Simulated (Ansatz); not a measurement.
InSb3 in Ansatz: the effect of functional

Crystal: InSb3.

```
Sb In
1.0
     0.00000    3.81969    3.81969
     3.81969    0.00000    3.81969
     3.81969    3.81969    0.00000
Sb In
3 1
Direct
  0.50000 0.50000 0.50000
  0.75000 0.75000 0.75000
  0.25000 0.25000 0.25000
  0.00000 0.00000 0.00000
```

The cell comes from a database or a generator and needn't be the stable form of this composition.

The cell isn't the ideal one: volume scaled by 1.02.

Alike in all runs:

| Item | Value |
| --- | --- |
| Program | Ansatz 0.2.0 |
| Task | single point |
| Potentials or basis | Ansatz PAW |
| k mesh | 6 × 6 × 6 |
| Occupations | fermi-dirac, width 0.05 eV |
| Spin | no spin polarisation |

```tsv
functional	cutoff	pressure (GPa)
LDA	420 eV (not typed: the program's choice for these potentials)	-5.0
r2SCAN	500 eV (not typed: the program's choice for these potentials)	?
PBE	420 eV (not typed: the program's choice for these potentials)	-1.1
```

Q: What does the run with functional r2SCAN give?

A: Pressure -2.0 GPa.

Caveats: the PAW data sets come from PBE, with cores solved anew for the run's functional, which leaves a small shift of forces and pressure (some runs).
